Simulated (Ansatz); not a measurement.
# C9H18O: one species, many methods

The task here is to estimate one member of a computed series from the others.

Method: functionals in def2-TZVPP, the program's frozen cores in correlated methods; program: Ansatz 0.2.0, Gaussian basis.

The runs, in order: LDA (SPW92), PBE-D4, revPBE-D4, BLYP-D4, r2SCAN-D4, B97M-V, PBE0-D4, B3LYP-D4, r2SCANh-D4, r2SCAN0-D4, HSE06-D4, BHLYP-D4, CAM-B3LYP-D4, LC-ωPBE, ωB97X-V, ωB97M-V, B2PLYP, PBE-QIDH; CCSD(T)/def2-SVP; CCSD(T)/def2-TZVPP; MP2/def2-QZVPP; extrapolation to the limit; RPA on PBE.

## Structure used throughout

The geometry comes from an earlier relaxation with PBE0-D4 in a triple-zeta def2 set; it is a stationary point, not always the lowest conformer.

28 atoms, charge 0, spin multiplicity 1.

Atoms are counted from 1 here; the program's logs count them from 0.

Bond lengths: C1–C2 1.520 Å, C1–H11 1.092 Å, C1–H12 1.092 Å, C1–H13 1.094 Å, C2–C3 1.523 Å, C2–H14 1.095 Å, C2–H15 1.096 Å, C3–C4 1.521 Å, C3–H16 1.098 Å, C3–H17 1.096 Å, C4–C5 1.520 Å, C4–H18 1.096 Å, C4–H19 1.095 Å, C5–C6 1.523 Å, C5–H20 1.096 Å, C5–H21 1.097 Å, C6–C7 1.533 Å, C6–H22 1.095 Å and more. Angles: C2–C1–H11 111.9°, C2–C1–H12 111.2°, C2–C1–H13 111.0°, H11–C1–H12 107.3°, H11–C1–H13 107.6°, H12–C1–H13 107.6°, C1–C2–C3 114.1°, C1–C2–H14 109.1°, C1–C2–H15 109.6°, C3–C2–H14 108.8°, C3–C2–H15 109.0°, H14–C2–H15 106.0°, C2–C3–C4 114.3°, C2–C3–H16 109.3°, C2–C3–H17 108.9°, C4–C3–H16 109.4°, C4–C3–H17 108.6°, H16–C3–H17 106.1° and more.

Geometry (Å):

```
C    -1.63413    0.76202    3.46116
C    -0.77076   -0.43237    3.08788
C     0.34024   -0.10985    2.09732
C    -0.15101    0.33480    0.72875
C     0.98827    0.55282   -0.25410
C     0.55501    1.10233   -1.60698
C    -0.44398    0.21425   -2.35692
C     0.05501   -1.20136   -2.52387
C     1.20154   -1.41446   -3.47648
O    -0.43662   -2.11993   -1.91336
H    -2.17775    1.15599    2.59937
H    -2.37455    0.49364    4.21826
H    -1.02441    1.57498    3.86725
H    -0.32299   -0.84825    3.99653
H    -1.40207   -1.22549    2.67081
H     0.98955    0.66743    2.52106
H     0.97123   -0.99705    1.97020
H    -0.72732    1.26321    0.81872
H    -0.83696   -0.42338    0.33594
H     1.71523    1.24569    0.18481
H     1.52353   -0.39484   -0.39261
H     0.09462    2.08649   -1.47038
H     1.43879    1.26719   -2.23163
H    -1.39368    0.16566   -1.82257
H    -0.63148    0.64701   -3.34541
H     2.04760   -0.77442   -3.21231
H     1.50944   -2.45818   -3.46201
H     0.89766   -1.13393   -4.48944
```

The first run:

Contents of in.yaml:

```yaml
crystal:
  periodic: [false, false, false]
  atoms:
    - {symbol: C, position_ang: [-1.634134, 0.762020, 3.461161]}
    - {symbol: C, position_ang: [-0.770763, -0.432372, 3.087885]}
    - {symbol: C, position_ang: [0.340241, -0.109850, 2.097320]}
    - {symbol: C, position_ang: [-0.151006, 0.334801, 0.728753]}
    - {symbol: C, position_ang: [0.988269, 0.552821, -0.254098]}
    - {symbol: C, position_ang: [0.555007, 1.102331, -1.606980]}
    - {symbol: C, position_ang: [-0.443984, 0.214254, -2.356917]}
    - {symbol: C, position_ang: [0.055011, -1.201362, -2.523870]}
    - {symbol: C, position_ang: [1.201543, -1.414461, -3.476485]}
    - {symbol: O, position_ang: [-0.436622, -2.119928, -1.913356]}
    - {symbol: H, position_ang: [-2.177750, 1.155985, 2.599374]}
    - {symbol: H, position_ang: [-2.374548, 0.493638, 4.218265]}
    - {symbol: H, position_ang: [-1.024411, 1.574984, 3.867245]}
    - {symbol: H, position_ang: [-0.322993, -0.848246, 3.996526]}
    - {symbol: H, position_ang: [-1.402068, -1.225489, 2.670808]}
    - {symbol: H, position_ang: [0.989546, 0.667431, 2.521060]}
    - {symbol: H, position_ang: [0.971225, -0.997048, 1.970201]}
    - {symbol: H, position_ang: [-0.727318, 1.263206, 0.818718]}
    - {symbol: H, position_ang: [-0.836961, -0.423382, 0.335938]}
    - {symbol: H, position_ang: [1.715226, 1.245686, 0.184814]}
    - {symbol: H, position_ang: [1.523532, -0.394843, -0.392606]}
    - {symbol: H, position_ang: [0.094620, 2.086494, -1.470377]}
    - {symbol: H, position_ang: [1.438792, 1.267194, -2.231633]}
    - {symbol: H, position_ang: [-1.393679, 0.165660, -1.822567]}
    - {symbol: H, position_ang: [-0.631476, 0.647009, -3.345406]}
    - {symbol: H, position_ang: [2.047603, -0.774419, -3.212314]}
    - {symbol: H, position_ang: [1.509440, -2.458181, -3.462014]}
    - {symbol: H, position_ang: [0.897659, -1.133929, -4.489445]}
basis:
  gaussian: {orbitals: def2-TZVPP}
hamiltonian: {xc: lda}
output: {orbitals: {seedname: orbitals}}
```

On the command line:

```
> ansatz run in.yaml --threads 4 --pin off --events-out ev --progress --plain --max-ram 41984MiB --backend cuda --devices 0, --max-vram 37GiB
```

Steps of the session up to this table: LDA; PBE-D4 (GGA); revPBE-D4 (GGA); BLYP-D4 (GGA); r2SCAN-D4 (meta-GGA); B97M-V (meta-GGA); B3LYP-D4 (hybrid); r2SCANh-D4 (hybrid); r2SCAN0-D4 (hybrid); HSE06-D4 (hybrid); BHLYP-D4 (hybrid); CAM-B3LYP-D4 (range-separated); LC-ωPBE (range-separated); ωB97X-V (range-separated); ωB97M-V (range-separated); B2PLYP (double hybrid); PBE-QIDH (double hybrid).

One of the session's tables, all rows but one given; the rest of the session is left out.

It belongs to the step «Orbital energies across the functionals». 

| functional | HOMO (eV) | gap (eV) |
| --- | --- | --- |
| LDA (SPW92) | -5.64 | 3.87 |
| PBE-D4 | -5.48 | 3.96 |
| revPBE-D4 | -5.41 | 3.99 |
| BLYP-D4 | -5.41 | 4.01 |
| r2SCAN-D4 | -5.77 | 4.51 |
| B97M-V | -5.97 | 4.81 |
| PBE0-D4 | -7.07 | 6.72 |
| B3LYP-D4 | -6.85 | 6.22 |
| r2SCANh-D4 | -6.38 | 5.54 |
| r2SCAN0-D4 | -7.28 | 7.09 |
| HSE06-D4 | -6.67 | 5.93 |
| BHLYP-D4 | -8.63 | 9.53 |
| CAM-B3LYP-D4 | -8.55 | 9.40 |
| LC-ωPBE | ? | ? |
| ωB97X-V | -9.54 | 11.54 |
| ωB97M-V | -9.49 | 11.36 |

Q: Estimate the row for LC-ωPBE from the others.

As computed: HOMO (eV): -9.84; gap (eV): 11.94. In the column «HOMO (eV)» it is the lowest.
